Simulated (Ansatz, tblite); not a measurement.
# The cluster Cu4Te2: a ladder of methods and basis sets

An exercise on one series of results from a longer session: the logs are not shown, and one member is left open.

The runs use Ansatz 0.2.0, Gaussian basis; as each input shows.

Levels to be run: GFN1-xTB, GFN2-xTB, PBE-D4/def2-TZVP, r2SCAN-D4/def2-TZVP, PBE-QIDH/def2-TZVP, LDA/def2-TZVP, CAM-B3LYP-D4/def2-TZVP, PBE-D4/def2-SVP, PBE0-D4/def2-SVP, PBE0-D4/def2-TZVPD, PBE-D4/def2-TZVPD, PBE-QIDH/def2-TZVPD, MP2/def2-TZVP, RPA/def2-TZVP.

5 further runs of the same task are left out: 4 that didn't finish, 1 set aside as unsound or not needed. Runs told in other sessions of the task aren't counted.

### The geometry

The singlet was relaxed beforehand with PBE-D4/def2-SVP. At that level it is the lowest of the isomers that a small search found.

6 atoms, charge 0, spin multiplicity 1.

Bond lengths: Cu1–Te6 2.475 Å, Cu2–Te5 2.559 Å, Cu2–Te6 2.785 Å, Cu3–Te5 2.580 Å, Cu3–Te6 2.635 Å, Cu4–Te5 2.560 Å, Cu4–Te6 2.778 Å. Angles: Te5–Cu2–Te6 114.8°, Te5–Cu3–Te6 119.4°, Te5–Cu4–Te6 115.0°, Cu2–Te5–Cu3 55.6°, Cu2–Te5–Cu4 57.5°, Cu3–Te5–Cu4 55.6°, Cu1–Te6–Cu2 54.1°, Cu1–Te6–Cu3 96.3°, Cu1–Te6–Cu4 54.2°, Cu2–Te6–Cu3 52.4°, Cu2–Te6–Cu4 52.5°, Cu3–Te6–Cu4 52.4°.

Coordinates:

```
atom     x (Å)     y (Å)     z (Å)
 Cu1   1.62192   0.43715   1.36321
 Cu2   0.51119   0.97958  -0.70167
 Cu3  -0.86350  -0.92177  -1.18300
 Cu4  -0.68359  -0.20484   1.09549
 Te5  -2.02185   1.28104  -0.50288
 Te6   1.43584  -1.57115  -0.07116
```

Te takes a core potential in the def2 sets. No spin-orbit coupling is included.

PBE0-D4/def2-TZVP was run before; its log isn't repeated, and its numbers join the tables.

Set-up of the first run:

Tight binding, by tblite at 300 K electronic temperature and without a spin-polarisation term:

```python
tblite.interface.Calculator('GFN1-xTB', numbers, positions, charge=0, uhf=0).singlepoint()
```

Tight binding, by tblite at 300 K electronic temperature and without a spin-polarisation term:

```python
tblite.interface.Calculator('GFN2-xTB', numbers, positions, charge=0, uhf=0).singlepoint()
```

start.molden holds the orbitals of an earlier run on this state, given as this run's starting guess.

Contents of in.yaml:

```yaml
crystal:
  periodic: [false, false, false]
  atoms:
    - {symbol: Cu, position_ang: [1.621921, 0.437154, 1.363207]}
    - {symbol: Cu, position_ang: [0.511186, 0.979577, -0.701670]}
    - {symbol: Cu, position_ang: [-0.863497, -0.921772, -1.182999]}
    - {symbol: Cu, position_ang: [-0.683593, -0.204843, 1.095493]}
    - {symbol: Te, position_ang: [-2.021855, 1.281037, -0.502882]}
    - {symbol: Te, position_ang: [1.435838, -1.571153, -0.071159]}
basis:
  gaussian: {orbitals: def2-TZVP, initial_orbitals: start.molden}
hamiltonian: {xc: pbe, dispersion: d4}
scf: {omitted_lower_state_checks: [starts]}
output: {orbitals: {seedname: orbitals}}
```

On the command line:

```
$ ansatz run in.yaml --threads 4 --pin off --events-out ev --progress --plain --max-ram 4787MiB
```

Among the steps run: PBE-D4/def2-TZVP; r2SCAN-D4/def2-TZVP; PBE-QIDH/def2-TZVP; LDA/def2-TZVP; CAM-B3LYP-D4/def2-TZVP; PBE-D4/def2-SVP; PBE0-D4/def2-SVP; PBE0-D4/def2-TZVPD; PBE-D4/def2-TZVPD; PBE-QIDH/def2-TZVPD; MP2/def2-TZVP; RPA/def2-TZVP.

One of the session's tables, all rows but one given; the rest of the session is left out.

It belongs to the step «Binding energy». 

| level | binding an atom (eV) |
| --- | --- |
| HF/def2-TZVP | 0.931 |
| LDA/def2-TZVP | ? |
| PBE-D4/def2-SVP | 2.734 |
| PBE-D4/def2-TZVP | 2.355 |
| PBE-D4/def2-TZVPD | 2.361 |
| r2SCAN-D4/def2-TZVP | 2.352 |
| PBE0-D4/def2-SVP | 2.446 |
| PBE0-D4/def2-TZVP | 2.164 |
| PBE0-D4/def2-TZVPD | 2.168 |
| CAM-B3LYP-D4/def2-TZVP | 2.026 |
| PBE-QIDH/def2-TZVP | 2.136 |
| PBE-QIDH/def2-TZVPD | 2.144 |
| RPA/def2-TZVP | 1.851 |
| MP2/def2-TZVP | 2.168 |

Q: Estimate the row for LDA/def2-TZVP from the others.

The run gave: binding an atom (eV): 2.842. In the column «binding an atom (eV)» it is the highest.

Caveats from the session: Free atoms were run apart at each level; binding is atoms less cluster, divided by the number of atoms, without zero-point or spin-orbit terms.
